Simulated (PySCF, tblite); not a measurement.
**C₅H₁₂B₂F₂: geometry, infrared bands and NMR shifts**

What infrared bands and NMR shifts should C₅H₁₂B₂F₂ (`CB[C@H](B(C)C)C(F)F`) show?

Computed with tblite 0.8.0 and PySCF 2.14.0, with density-fitted response routines of our own, on a single molecule in the gas phase. Atoms count from 0, in the outputs and in this text.

## (1) The molecule as given

21 atoms, charge 0, multiplicity 1; geometry from: force field or distance geometry start.

Bonds of the start (Å): C0–B1 1.59, B1–C2 1.56, C2–B3 1.59, B3–C4 1.62, B3–C5 1.60, C2–C6 1.54, C6–F7 1.36, C6–F8 1.40, C0–H9 1.08, C0–H10 1.11, C0–H11 1.13, B1–H12 1.15, C2–H13 1.11, C4–H14 1.13, C4–H15 1.10, C4–H16 1.09, C5–H17 1.11, C5–H18 1.12, C5–H19 1.09, C6–H20 1.10.

## (2) Optimising the geometry with GFN2-xTB

Job settings and geometry (Å):

```
{"job": {"kind": "relax", "xc": "GFN2-xTB", "basis": "xTB"}, "charge": 0, "multiplicity": 1}
C      2.938800    -0.319700    -0.256100
B      1.409200    -0.519800    -0.628700
C      0.334600     0.173300     0.258100
B     -1.086300    -0.509800     0.088500
C     -1.779700    -0.975000     1.478400
C     -2.007300    -0.264000    -1.191800
C      0.192900     1.677700    -0.021900
F     -0.764600     2.231800     0.777200
F      1.423800     2.260300     0.282100
H      3.499700    -0.036100    -1.140100
H      3.379400    -1.229800     0.210300
H      3.054900     0.513500     0.496300
H      1.124200    -1.086600    -1.586300
H      0.651200     0.126600     1.326000
H     -1.736300    -0.090800     2.179000
H     -2.814700    -1.300600     1.284500
H     -1.179900    -1.762900     1.944500
H     -2.973500     0.087700    -0.781700
H     -2.148700    -1.213600    -1.761600
H     -1.518800     0.447900    -1.863500
H     -0.007900     1.807100    -1.093500
```

The run is started by

```bash
OMP_NUM_THREADS=1 python probes_run.py task.json out
```

One launch serves the whole session: the jobs run in the order shown.

**Question.** This job is followed by: GFN2-xTB harmonic vibrations, gas phase; GIAO PBE0/pcSseg-1 NMR shielding, non-relativistic, gas phase. Predict these results of the whole session: strongest single infrared mode (GFN2-xTB); zero-point energy (GFN2-xTB); ¹³C shifts against TMS (PBE0/pcSseg-1, means over atoms taken as alike); ¹H shifts against TMS (PBE0/pcSseg-1, means over atoms taken as alike); ¹¹B shifts against BF3·OEt2 (PBE0/pcSseg-1); ¹⁹F shifts against CFCl3 (PBE0/pcSseg-1).

As calculated:

```
                                                               quantity                             value
                              strongest single infrared mode (GFN2-xTB)             1128 cm⁻¹, 421 km/mol
                                           zero-point energy (GFN2-xTB)                    103.0 kcal/mol
¹³C shifts against TMS (PBE0/pcSseg-1, means over atoms taken as alike)       127.8, 79.3, 17.3, 16.8 ppm
 ¹H shifts against TMS (PBE0/pcSseg-1, means over atoms taken as alike)  7.67, 7.09, 3.94, 1.23, 1.09 ppm
                            ¹¹B shifts against BF3·OEt2 (PBE0/pcSseg-1)                    86.4, 85.1 ppm
                               ¹⁹F shifts against CFCl3 (PBE0/pcSseg-1)                -123.6, -123.6 ppm
```

The optimisation took 187 steps and gained 0.757 eV; among the close pairs (by a distance rule), B3–C4 changed most, from 1.621 to 1.573 Å. No mode is imaginary among the 57: a minimum at this level. The strongest single mode, at 1128 cm⁻¹, is spread over many atoms; the largest shares are those of B3, C2. Unscaled tight-binding wavenumbers are off by several per cent, some by more. Its intensities can rank the bands wrongly.
